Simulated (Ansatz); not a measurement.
# CoH₂O+ (triplet): energies up the ladder

Aim: energies up the ladder, for CoH₂O+ (triplet), with the cost of each level. Charge +1. Spin multiplicity 3.

Method: the levels named in each step, in Ansatz 0.2.0.

## 1. The starting structure

Bond lengths: O1–Co2 1.902 Å, O1–H3 0.969 Å, O1–H4 0.969 Å. Angles: Co2–O1–H3 125.8°, Co2–O1–H4 125.8°, H3–O1–H4 108.4°.

Coordinates:

```xyz
4

O     1.1021   -0.9290    0.0355
Co   -0.3524    0.2956   -0.0123
H     1.8691   -0.9214   -0.5574
H     1.2096   -1.6572    0.6663
```

## 2. A rough first relaxation, PBE-D4/def2-SVP

Contents of input.yaml:

```yaml
crystal:
  periodic: [false, false, false]
  atoms:
    - { symbol: O, position_ang: [1.10212, -0.92895, 0.03545] }
    - { symbol: Co, position_ang: [-0.35245, 0.29556, -0.01225] }
    - { symbol: H, position_ang: [1.86913, -0.92141, -0.55736] }
    - { symbol: H, position_ang: [1.20961, -1.65716, 0.66628] }
magnetization:
  spin_polarized: true
  initial_magnetization: 2
total_charge: 1
basis:
  gaussian: { orbitals: def2-SVP }
hamiltonian:
  xc: pbe
  dispersion: d4
relax:
  f_tol: 0.03
  max_steps: 200
```

Launch:

```
$ ansatz run input.yaml --threads 2 --pin off --max-ram 5120MiB --backend cpu --events-out ev --progress --plain --runs-dir out
```

The log of the run, cut to the lines that bear on the results:

```text
Warning: RAYON_NUM_THREADS=2 ignored (pool sized by the plan → 2); use --threads N
[...]
Functional definition: PBE
[...]
645 factors; their error is unknown
[...]
mean field -39683.44681368 eV, -1458.3397719963 hartree, gradient 2.8e-10 eV, S^2 2.084969; 10 other end points of the search recorded, 0 dependent functions left out
[...]
reference -39683.44686229 eV, -1458.3397737828 hartree; 19, 17 occupied and 36, 38 virtual orbitals, 645 factors
relax step   1: F+E_penalty+E_count = -39683.48859424 eV  Δ(F+E_penalty+E_count) = +0.000e0 eV  max|allowed force component| = 5.389e-1 eV/Å  Δτ_max = 0.0000 Å  (723 SCF iters, accepted)
[...]
relax step   3: F+E_penalty+E_count = -39683.49415574 eV  Δ(F+E_penalty+E_count) = -7.187e-4 eV  max|allowed force component| = 4.555e-2 eV/Å  Δτ_max = 0.0031 Å  (134 SCF iters, accepted)
[...]
relax step   4: F+E_penalty+E_count = -39683.49428656 eV  Δ(F+E_penalty+E_count) = -1.308e-4 eV  max|allowed force component| = 4.493e-4 eV/Å  Δτ_max = 0.0025 Å  (126 SCF iters, accepted)
645 factors; their error is unknown
[...]
mean field -39683.45263350 eV, -1458.3399858708 hartree, gradient 9.0e-10 eV, S^2 2.084692; 11 other end points of the search recorded, 0 dependent functions left out
[...]
reference -39683.45268200 eV, -1458.3399876532 hartree; 19, 17 occupied and 36, 38 virtual orbitals, 645 factors
Total energy: -39683.49433506 eV, -1458.3415183749 hartree
Atom 0 at     1.097904    -0.921104     0.037899 Å, force    -0.000372     0.000435     0.000054 eV/Å
Atom 1 at    -0.355493     0.297184    -0.012916 Å, force     0.000449    -0.000404    -0.000001 eV/Å
Atom 2 at     1.873887    -0.924884    -0.560347 Å, force    -0.000153    -0.000139     0.000182 eV/Å
Atom 3 at     1.212112    -1.663156     0.667484 Å, force     0.000075     0.000108    -0.000235 eV/Å
Dipole moment:     0.211816    -0.177426     0.007482 e Å
```

Run time: 33 s. Hardware: 2 threads of Intel Xeon at 2.70GHz, shared host; peak memory 0.15 GiB.

The steps of the relaxation:

| step | energy from step 1 (eV) | largest force component (eV/Å) |
| --- | --- | --- |
| 1 | 0.0000 | 0.5389 |
| 2 | -0.0048 | 0.2092 |
| 3 | -0.0056 | 0.0456 |
| 4 | -0.0057 | 0.0004 |

Step 1 is the start.

Before: Bond lengths: O1–Co2 1.902 Å, O1–H3 0.969 Å, O1–H4 0.969 Å. Angles: Co2–O1–H3 125.8°, Co2–O1–H4 125.8°, H3–O1–H4 108.4°.

After: Bond lengths: O1–Co2 1.897 Å, O1–H3 0.980 Å, O1–H4 0.980 Å. Angles: Co2–O1–H3 126.4°, Co2–O1–H4 126.4°, H3–O1–H4 107.3°.

## 3. Relaxation, PBE0-D4/def2-TZVPP

Contents of input.yaml:

```yaml
crystal:
  periodic: [false, false, false]
  atoms:
    - { symbol: O, position_ang: [1.09790441, -0.92110445, 0.03789908] }
    - { symbol: Co, position_ang: [-0.35549325, 0.29718448, -0.01291611] }
    - { symbol: H, position_ang: [1.87388688, -0.92488397, -0.5603465] }
    - { symbol: H, position_ang: [1.21211195, -1.66315606, 0.66748353] }
magnetization:
  spin_polarized: true
  initial_magnetization: 2
total_charge: 1
basis:
  gaussian: { orbitals: def2-TZVPP }
hamiltonian:
  xc: pbe0
  dispersion: d4
relax:
  f_tol: 0.002
  max_steps: 150
```

Launch:

```
$ ansatz run input.yaml --threads 2 --pin off --max-ram 5120MiB --backend cpu --events-out ev --progress --plain --runs-dir out
```

The log of the run, cut to the lines that bear on the results:

```text
Warning: RAYON_NUM_THREADS=2 ignored (pool sized by the plan → 2); use --threads N
[...]
Functional definition: PBE0
[...]
840 factors; their error is unknown
[...]
mean field -39692.19018025 eV, -1458.6610847913 hartree, gradient 3.5e-6 eV, S^2 2.019733; 4 other end points of the search recorded, 0 dependent functions left out
[...]
reference -39692.19020898 eV, -1458.6610858472 hartree; 19, 17 occupied and 104, 106 virtual orbitals, 840 factors
relax step   1: F+E_penalty+E_count = -39692.22452147 eV  Δ(F+E_penalty+E_count) = +0.000e0 eV  max|allowed force component| = 1.171e0 eV/Å  Δτ_max = 0.0000 Å  (246 SCF iters, accepted)
[...]
relax step   5: F+E_penalty+E_count = -39692.26543550 eV  Δ(F+E_penalty+E_count) = -1.438e-3 eV  max|allowed force component| = 7.885e-3 eV/Å  Δτ_max = 0.0119 Å  (186 SCF iters, accepted)
[...]
relax step   6: F+E_penalty+E_count = -39692.26543936 eV  Δ(F+E_penalty+E_count) = -3.866e-6 eV  max|allowed force component| = 8.794e-4 eV/Å  Δτ_max = 0.0006 Å  (138 SCF iters, accepted)
840 factors; their error is unknown
[...]
mean field -39692.23014324 eV, -1458.6625534043 hartree, gradient 6.8e-8 eV, S^2 2.002973; 6 other end points of the search recorded, 0 dependent functions left out
[...]
reference -39692.23016706 eV, -1458.6625542796 hartree; 19, 17 occupied and 104, 106 virtual orbitals, 840 factors
Total energy: -39692.26546318 eV, -1458.6638513879 hartree
Atom 0 at     1.119618    -0.939279     0.038674 Å, force     0.000879    -0.000722     0.000040 eV/Å
Atom 1 at    -0.399395     0.333977    -0.014455 Å, force     0.000061    -0.000055     0.000000 eV/Å
Atom 2 at     1.879733    -0.940048    -0.550228 Å, force    -0.000264     0.000619    -0.000403 eV/Å
Atom 3 at     1.228454    -1.666611     0.658129 Å, force    -0.000677     0.000158     0.000363 eV/Å
Dipole moment:     0.165519    -0.138648     0.005845 e Å
```

Wall time 2.5 min (2 threads of Intel Xeon at 2.70GHz, shared host); peak memory 0.37 GiB.

Relaxation path:

```
step  energy from step 1 (eV)  largest force component (eV/Å)
   1                   0.0000                          1.1713
   2                  -0.0229                          0.5242
   3                  -0.0373                          0.2504
   4                  -0.0395                          0.1537
   5                  -0.0409                          0.0079
   6                  -0.0409                          0.0009
```

Step 1 is the start.

Before: Bond lengths: O1–Co2 1.897 Å, O1–H3 0.980 Å, O1–H4 0.980 Å. Angles: Co2–O1–H3 126.4°, Co2–O1–H4 126.4°, H3–O1–H4 107.3°.

After: Bond lengths: O1–Co2 1.983 Å, O1–H3 0.962 Å, O1–H4 0.962 Å. Angles: Co2–O1–H3 126.1°, Co2–O1–H4 126.1°, H3–O1–H4 107.7°.

## 4. Frequencies, PBE0-D4/def2-TZVPP

Contents of input.yaml:

```yaml
crystal:
  periodic: [false, false, false]
  atoms:
    - { symbol: O, position_ang: [1.11961754, -0.93927872, 0.03867413] }
    - { symbol: Co, position_ang: [-0.39939487, 0.33397749, -0.01445518] }
    - { symbol: H, position_ang: [1.87973346, -0.94004762, -0.55022817] }
    - { symbol: H, position_ang: [1.22845387, -1.66661115, 0.65812922] }
magnetization:
  spin_polarized: true
  initial_magnetization: 2
total_charge: 1
basis:
  gaussian: { orbitals: def2-TZVPP }
hamiltonian:
  xc: pbe0
  dispersion: d4
phonons: {}
```

Launch:

```
$ ansatz run input.yaml --threads 2 --pin off --max-ram 5120MiB --backend cpu --events-out ev --progress --plain --runs-dir out
```

The log of the run, cut to the lines that bear on the results:

```text
Warning: RAYON_NUM_THREADS=2 ignored (pool sized by the plan → 2); use --threads N
[...]
[... 1 set-up line as earlier in the session ...]
[...]
840 factors; their error is unknown
[...]
mean field -39692.23014324 eV, -1458.6625534043 hartree, gradient 3.4e-10 eV, S^2 2.002973; 5 other end points of the search recorded, 0 dependent functions left out
[...]
reference -39692.23016706 eV, -1458.6625542796 hartree; 19, 17 occupied and 104, 106 virtual orbitals, 840 factors
[...]
840 factors; their error is unknown
mean field -39692.23010664 eV, -1458.6625520593 hartree, gradient 2.6e-6 eV, S^2 2.002974; 0 other end points of the search recorded, 0 dependent functions left out
[...]
reference -39692.23013047 eV, -1458.6625529349 hartree; 19, 17 occupied and 104, 106 virtual orbitals, 840 factors
[...]
840 factors; their error is unknown
[...]
reference -39692.23009591 eV, -1458.6625516650 hartree; 19, 17 occupied and 104, 106 virtual orbitals, 840 factors
[...]
840 factors; their error is unknown
mean field -39692.23007978 eV, -1458.6625510722 hartree, gradient 9.2e-6 eV, S^2 2.002975; 0 other end points of the search recorded, 0 dependent functions left out
[...]
reference -39692.23010360 eV, -1458.6625519475 hartree; 19, 17 occupied and 104, 106 virtual orbitals, 840 factors
Total energy: -39692.26546318 eV, -1458.6638513879 hartree
Atom 0 at     1.119618    -0.939279     0.038674 Å, force     0.000879    -0.000722     0.000040 eV/Å
Atom 1 at    -0.399395     0.333977    -0.014455 Å, force     0.000061    -0.000055     0.000000 eV/Å
Atom 2 at     1.879733    -0.940048    -0.550228 Å, force    -0.000264     0.000619    -0.000403 eV/Å
Atom 3 at     1.228454    -1.666611     0.658129 Å, force    -0.000677     0.000158     0.000363 eV/Å
Dipole moment:     0.165519    -0.138648     0.005845 e Å
Vibrations: 118.38 403.17 597.73 1667.46 3827.46 3907.95 cm⁻¹, zero-point energy 0.652290 eV
```

Run time: 77 s. Hardware: 2 threads of Intel Xeon at 2.70GHz, shared host; peak memory 0.36 GiB.

Harmonic frequencies (cm⁻¹; negative: imaginary): 118, 403, 598, 1667, 3827, 3908.

## 5. Single point, PBE-D4/def2-TZVPP

Edit input.yaml of step 4 so:

```diff
@@ -14,4 +14,3 @@
 hamiltonian:
-  xc: pbe0
+  xc: pbe
   dispersion: d4
-phonons: {}
```

Launch:

```
$ ansatz run input.yaml --threads 2 --pin off --max-ram 5120MiB --backend cpu --events-out ev --progress --plain --runs-dir out
```

The log of the run, cut to the lines that bear on the results:

```text
Warning: RAYON_NUM_THREADS=2 ignored (pool sized by the plan → 2); use --threads N
[...]
[... 1 set-up line as earlier in the session ...]
[...]
755 factors; their error is unknown
[...]
mean field -39691.82541975 eV, -1458.6476800904 hartree, gradient 7.2e-6 eV, S^2 2.023213; 7 other end points of the search recorded, 0 dependent functions left out
reference -39691.82545901 eV, -1458.6476815332 hartree; 19, 17 occupied and 104, 106 virtual orbitals, 755 factors
Total energy: -39691.86821004 eV, -1458.6492526044 hartree
```

It took 23 s on 2 threads of Intel Xeon at 2.70GHz, shared host; peak memory 0.27 GiB.

## 6. Single point, r2SCAN-D4/def2-TZVPP

Edit input.yaml of step 5 so:

```diff
@@ -14,3 +14,3 @@
 hamiltonian:
-  xc: pbe
+  xc: r2scan
   dispersion: d4
```

Launch:

```
$ ansatz run input.yaml --threads 2 --pin off --max-ram 5120MiB --backend cpu --events-out ev --progress --plain --runs-dir out
```

The log of the run:

```text
Warning: RAYON_NUM_THREADS=2 ignored (pool sized by the plan → 2); use --threads N
Engine: ansatz 0.2.0, x86_64-unknown-linux-gnu
Functional definition: r2SCAN
  parameter k0 = 0.174
  parameter k1 = 0.065
  parameter a1 = 4.9479
  exchange = r2scan_x(k0 = k0, k1 = k1, a1 = a1)
  correlation = r2scan_c
755 factors; their error is unknown
mean field evaluation 1: about -39670.7998 eV, gradient 1.2e2 eV
mean field evaluation 2: about -39200.4077 eV, gradient 3.1e2 eV
mean field evaluation 4: about -39596.6817 eV, gradient 1.9e2 eV
mean field evaluation 8: about -39699.0927 eV, gradient 1.9e-1 eV
mean field evaluation 16: about -39699.1255 eV, gradient 1.9e-2 eV
mean field evaluation 32: about -39699.1239 eV, gradient 6.9e-1 eV
mean field -39699.12555972 eV, -1458.9159552860 hartree, gradient 9.5e-6 eV, S^2 2.027887; 4 other end points of the search recorded, 0 dependent functions left out
reference -39699.12557479 eV, -1458.9159558398 hartree; 19, 17 occupied and 104, 106 virtual orbitals, 755 factors
Total energy: -39699.13450101 eV, -1458.9162838724 hartree
```

Wall time 15 s (2 threads of Intel Xeon at 2.70GHz, shared host); peak memory 0.26 GiB.

## 7. Single point, B3LYP-D4/def2-TZVPP

Edit input.yaml of step 6 so:

```diff
@@ -14,3 +14,3 @@
 hamiltonian:
-  xc: r2scan
+  xc: { name: B3LYP }
   dispersion: d4
```

Launch:

```
$ ansatz run input.yaml --threads 2 --pin off --max-ram 5120MiB --backend cpu --events-out ev --progress --plain --runs-dir out
```

The log of the run:

```text
Warning: RAYON_NUM_THREADS=2 ignored (pool sized by the plan → 2); use --threads N
[... 1 set-up line as earlier in the session ...]
Functional definition: B3LYP
  parameter a0 = 0.2
  parameter ax = 0.72
  parameter ac = 0.81
  exchange = (1 - a0 - ax)*slater_x + ax*b88_x + a0*exact_x
  correlation = (1 - ac)*vwn_rpa_c + ac*lyp_c
825 factors; their error is unknown
mean field evaluation 1: about -39674.8272 eV, gradient 1.1e2 eV
mean field evaluation 2: about -39217.3646 eV, gradient 3.1e2 eV
mean field evaluation 4: about -39633.4403 eV, gradient 1.6e2 eV
mean field evaluation 8: about -39701.7440 eV, gradient 2.2e-2 eV
mean field evaluation 16: about -39701.8585 eV, gradient 3.7e-1 eV
mean field evaluation 32: about -39701.8589 eV, gradient 5.7e-6 eV
mean field -39701.85894776 eV, -1459.0164054438 hartree, gradient 4.0e-6 eV, S^2 2.021411; 4 other end points of the search recorded, 0 dependent functions left out
reference -39701.85914294 eV, -1459.0164126165 hartree; 19, 17 occupied and 104, 106 virtual orbitals, 825 factors
Total energy: -39701.92999003 eV, -1459.0190161991 hartree
```

Run time: 15 s. Hardware: 2 threads of Intel Xeon at 2.70GHz, shared host; peak memory 0.34 GiB.

## 8. Single point, wB97M-V/def2-TZVPP

Edit input.yaml of step 7 so:

```diff
@@ -14,3 +14,2 @@
 hamiltonian:
-  xc: { name: B3LYP }
-  dispersion: d4
+  xc: { name: wB97M-V }
```

Launch:

```
$ ansatz run input.yaml --threads 2 --pin off --max-ram 5120MiB --backend cpu --events-out ev --progress --plain --runs-dir out
```

The log of the run, cut to the lines that bear on the results:

```text
Warning: RAYON_NUM_THREADS=2 ignored (pool sized by the plan → 2); use --threads N
[...]
Functional definition: wB97M-V
[...]
  gx(w, u) = 1 - cx + cx01*u + cx10*w
  gss(w, u) = css00 + css04*u^4 + css10*w + css20*w^2 + css43*w^4*u^3
  gos(w, u) = cos00 + cos10*w + (cos20 + cos21*u)*w^2 + (cos60 + cos61*u)*w^6
[...]
      + integral(e_c_pw_mod_opposite_spin*gos(b97_w_opposite, b97_u_opposite)) + vv10(b, c)
810 factors; their error is unknown
131 factors; integrals over basis functions are off by at most 5.3e-5 eV
[...]
mean field -39697.99163308 eV, -1458.8742842507 hartree, gradient 5.0e-6 eV, S^2 2.023134; 4 other end points of the search recorded, 0 dependent functions left out
reference -39697.99167545 eV, -1458.8742858077 hartree; 19, 17 occupied and 104, 106 virtual orbitals, 810 factors
Total energy: -39697.99167545 eV, -1458.8742858077 hartree
```

Run time: 60 s. Hardware: 2 threads of Intel Xeon at 2.70GHz, shared host; peak memory 0.49 GiB.

## 9. Single point, B2PLYP/def2-TZVPP

Edit input.yaml of step 8 so:

```diff
@@ -14,2 +14,2 @@
 hamiltonian:
-  xc: { name: wB97M-V }
+  xc: { name: B2PLYP }
```

Launch:

```
$ ansatz run input.yaml --threads 2 --pin off --max-ram 5120MiB --backend cpu --events-out ev --progress --plain --runs-dir out
```

The log of the run, cut to the lines that bear on the results:

```text
Warning: RAYON_NUM_THREADS=2 ignored (pool sized by the plan → 2); use --threads N
[...]
Functional definition: B2PLYP
[...]
813 factors; integrals over basis functions are off by at most 8.3e-4 eV
[...]
mean field -39686.98750341 eV, -1458.4698899441 hartree, gradient 3.0e-10 eV, S^2 2.004167; 7 other end points of the search recorded, 0 dependent functions left out
6 core orbitals not correlated: weight in the atoms' cores, before any rotation towards them, 1.000 or more for the frozen orbitals, at most 0.000 for the correlated occupied ones
reference -39686.98761950 eV, -1458.4698942103 hartree; 13, 11 occupied and 104, 106 virtual orbitals, 813 factors
second order -28.59405196 eV of doubles, -0.00000000 eV of singles
Total energy: -39694.70801353 eV, -1458.7536134578 hartree
```

Run time: 60 s. Hardware: 2 threads of Intel Xeon at 2.70GHz, shared host; peak memory 0.37 GiB.

## 10. Single point, LDA/def2-TZVPP

Edit input.yaml of step 9 so:

```diff
@@ -14,2 +14,2 @@
 hamiltonian:
-  xc: { name: B2PLYP }
+  xc: lda
```

Launch:

```
$ ansatz run input.yaml --threads 2 --pin off --max-ram 5120MiB --backend cpu --events-out ev --progress --plain --runs-dir out
```

The log of the run, cut to the lines that bear on the results:

```text
Warning: RAYON_NUM_THREADS=2 ignored (pool sized by the plan → 2); use --threads N
[...]
Functional definition: SPW92
[...]
755 factors; their error is unknown
[...]
mean field -39615.35560117 eV, -1455.8374660906 hartree, gradient 8.6e-6 eV, S^2 2.029615; 8 other end points of the search recorded, 0 dependent functions left out
reference -39615.35563719 eV, -1455.8374674142 hartree; 19, 17 occupied and 104, 106 virtual orbitals, 755 factors
Total energy: -39615.35563719 eV, -1455.8374674142 hartree
```

Run time: 13 s. Hardware: 2 threads of Intel Xeon at 2.70GHz, shared host; peak memory 0.27 GiB.

## 11. Single point, PBE0-D4/def2-SVP

Edit input.yaml of step 10 so:

```diff
@@ -12,4 +12,5 @@
 basis:
-  gaussian: { orbitals: def2-TZVPP }
+  gaussian: { orbitals: def2-SVP }
 hamiltonian:
-  xc: lda
+  xc: pbe0
+  dispersion: d4
```

Launch:

```
$ ansatz run input.yaml --threads 2 --pin off --max-ram 5120MiB --backend cpu --events-out ev --progress --plain --runs-dir out
```

The log of the run, cut to the lines that bear on the results:

```text
Warning: RAYON_NUM_THREADS=2 ignored (pool sized by the plan → 2); use --threads N
[...]
[... 1 set-up line as earlier in the session ...]
[...]
565 factors; integrals over basis functions are off by at most 9.7e-4 eV
[...]
mean field -39684.04780308 eV, -1458.3618579496 hartree, gradient 9.2e-6 eV, S^2 2.143121; 8 other end points of the search recorded, 0 dependent functions left out
reference -39684.04784081 eV, -1458.3618593360 hartree; 19, 17 occupied and 36, 38 virtual orbitals, 565 factors
Total energy: -39684.08313693 eV, -1458.3631564444 hartree
```

Run time: 11 s. Hardware: 2 threads of Intel Xeon at 2.70GHz, shared host; peak memory 0.15 GiB.

## 12. Single point, PBE-D4/def2-SVP

Edit input.yaml of step 11 so:

```diff
@@ -14,3 +14,3 @@
 hamiltonian:
-  xc: pbe0
+  xc: pbe
   dispersion: d4
```

Launch:

```
$ ansatz run input.yaml --threads 2 --pin off --max-ram 5120MiB --backend cpu --events-out ev --progress --plain --runs-dir out
```

The log of the run, cut to the lines that bear on the results:

```text
Warning: RAYON_NUM_THREADS=2 ignored (pool sized by the plan → 2); use --threads N
[...]
[... 1 set-up line as earlier in the session ...]
[...]
645 factors; their error is unknown
[...]
mean field -39683.40416505 eV, -1458.3382046880 hartree, gradient 8.2e-6 eV, S^2 2.120508; 16 other end points of the search recorded, 0 dependent functions left out
reference -39683.40421413 eV, -1458.3382064917 hartree; 19, 17 occupied and 36, 38 virtual orbitals, 645 factors
Total energy: -39683.44696516 eV, -1458.3397775630 hartree
```

Run time: 15 s. Hardware: 2 threads of Intel Xeon at 2.70GHz, shared host; peak memory 0.14 GiB.

## 13. Geometries side by side

```csv
level,O1–Co2 (Å),rotational constants (MHz),highest frequency (cm⁻¹),CPU time
PBE0-D4/def2-TZVPP,1.9828,"415770, 8663.3, 8486.5",3908,4.8 min
```

Constants are for the commonest isotopes at the equilibrium geometry; times are CPU times of the relaxations.

## 14. Total energies

```csv
level,energy (eV),CPU time
PBE-D4/def2-TZVPP,-39691.8682,44 s
r2SCAN-D4/def2-TZVPP,-39699.1345,28 s
B3LYP-D4/def2-TZVPP,-39701.9300,29 s
wB97M-V/def2-TZVPP,-39697.9917,1.9 min
B2PLYP/def2-TZVPP,-39694.7080,1.9 min
LDA/def2-TZVPP,-39615.3556,24 s
PBE0-D4/def2-SVP,-39684.0831,20 s
PBE-D4/def2-SVP,-39683.4470,29 s
```

## 15. Results

| quantity | value |
| --- | --- |
| O1–Co2 at PBE0-D4/def2-TZVPP | 1.983 Å |
| frequencies at PBE0-D4/def2-TZVPP | 118 to 3908 cm⁻¹ |
| energy at PBE-D4/def2-SVP | -39683.447 eV |

**Reading.** No mode is imaginary, so the geometry is a minimum. These totals serve in differences with atoms or fragments at the same level; alone they don't rank the methods. <S²> exceeds the pure value by up to 0.14: some mean fields break spin symmetry, which blurs their results.
